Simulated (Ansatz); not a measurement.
# AlSi3: the cost of one run

Method: DFT PBE, scalar-relativistic, plane waves, PAW, in Ansatz 0.2.0.

## (1) The structure to begin with

Symmetry: Pm-3m, No. 221, cubic system. The conventional cell has a = 4.225 Å, b = 4.225 Å, c = 4.225 Å, α = 90.00°, β = 90.00°, γ = 90.00°. Around Al (site symmetry m-3m) lie 6 Si at 2.11 Å. Around Si (site symmetry 4/mmm) lie 2 Al at 2.11 Å.

As a file:

```
Al Si
1.0
     4.22503    0.00000    0.00000
     0.00000    4.22503    0.00000
     0.00000    0.00000    4.22503
Al Si
1 3
Direct
  0.00000 0.00000 0.00000
  0.50000 0.00000 0.00000
  0.00000 0.50000 0.00000
  0.00000 0.00000 0.50000
```

This is candidate A: ReO3 type (Pm-3m, No. 221).

(A quick probe on a coarse mesh, which set the mesh and smearing, is not shown.)

## (3) A loose first relaxation (candidate A)

File input.yaml:

```yaml
crystal:
  lattice:
    - [4.2250287007, 0.0, 0.0]
    - [0.0, 4.2250287007, 0.0]
    - [0.0, 0.0, 4.2250287007]
  atoms:
    - { symbol: Al, position: [0.0, 0.0, 0.0] }
    - { symbol: Si, position: [0.5, 0.0, 0.0] }
    - { symbol: Si, position: [0.0, 0.5, 0.0] }
    - { symbol: Si, position: [0.0, 0.0, 0.5] }
basis:
  ecutwfc: 420
kpoints:
  mp_grid: { grid: [4, 4, 4] }
hamiltonian:
  xc: pbe
scf:
  occupations: { method: gaussian, width: 0.1 }
  lower_state_search: "off"
output:
  forces: true
  stress: true
  eigenvalues: true
relax:
  adjacent_minimum: "off"
  f_tol: 0.04
  max_steps: 70
  cell: { stress_tol: 0.4 }
```

Run with:

```bash
$ ansatz run input.yaml --threads 1 --pin off --max-ram 2560MiB --backend cpu --events-out ev --progress --plain --runs-dir out
```

**Question.** How long does this run take on 1 thread of Arm Neoverse V1, shared host, and how much memory does it need?

About 6 s, with a peak of 0.33 GiB.
